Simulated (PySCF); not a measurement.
**YP: from the state search to spectroscopic constants**

The task here is to estimate one member of a computed series from the others.

Method: Y def2-TZVPP with ECP28, P def2-TZVPP, scalar-relativistic core potentials; program: PySCF 2.14.0.

The first run:

Settings of the job:

| Item | Value |
| --- | --- |
| atoms | Y, P |
| charge | 0 |
| basis | Y def2-TZVPP with ECP28, P def2-TZVPP |
| Hamiltonian | scalar-relativistic core potentials |
| basis functions | 98 |
| electrons treated | 26 |
| masses in u | 88.9058, 30.9738 |
| levels | PBE0, PBE, r²SCAN, M06-L, r²SCANh, B3LYP, BHandHLYP, HSE06, HF, MP2, SCS-MP2, CCSD, CCSD(T) |
| grid | 80 radial by 434 angular points |
| occupations | held fixed by the projection of orbital angular momentum |
| dissociation limit | Y + P, each in its ground configuration |
| starting distance in angstrom | 2.530 |
| values of 2S to try | 0, 2, 4, 6 |

Started as:

```
> OMP_NUM_THREADS=2 python dia.py task.json out
```

Among the steps run: The job; PBE0 along the bond; Other states along the same grid; PBE (GGA); r²SCAN; M06-L (meta-GGA); r²SCANh (hybrid meta-GGA); B3LYP (global hybrid GGA); BHandHLYP (global hybrid GGA); HSE06 (range-separated hybrid); RHF; Correlated methods on the Hartree–Fock reference.

One of the session's tables, all rows but one given; the rest of the session is left out.

It belongs to the step «The curves together». Energy (eV) from each level's lowest point:

| R (Å) | RHF | RHF-MP2 | RHF-SCS-MP2 | RHF-CCSD | RHF-CCSD(T) |
| --- | --- | --- | --- | --- | --- |
| 1.975 | 1.649 | 1.865 | 1.891 | n/a | n/a |
| 2.067 | 0.771 | 0.948 | 0.968 | 0.843 | 0.953 |
| 2.159 | 0.262 | 0.390 | 0.403 | 0.311 | 0.387 |
| 2.228 | 0.068 | 0.149 | 0.158 | 0.095 | 0.145 |
| 2.297 | ? | ? | ? | ? | ? |
| 2.366 | 0.031 | 0.000 | 0.000 | 0.001 | 0.000 |
| 2.458 | 0.188 | 0.088 | 0.080 | 0.116 | 0.083 |
| 2.573 | 0.502 | 0.384 | 0.356 | 0.383 | 0.311 |
| 2.711 | 0.954 | 1.020 | 0.949 | 0.808 | 0.680 |
| 2.894 | 1.542 | 2.146 | 1.991 | n/a | n/a |

Q: Estimate the row for R (Å) = 2.297 from the others.

Worked estimate for «RHF». A straight line through the neighbours (2.228, 0.068) and (2.366, 0.031) gives 0.068 + (0.031 − 0.068) × (2.297 − 2.228) / (2.366 − 2.228) = 0.050; a parabola fitted to 4 rows on both sides gives 0.003.

**Answer.** RHF: 0.000; RHF-MP2: 0.027; RHF-SCS-MP2: 0.031; RHF-CCSD: 0.000; RHF-CCSD(T): 0.024. In «RHF» the line misses by +0.050 and the parabola by +0.003.
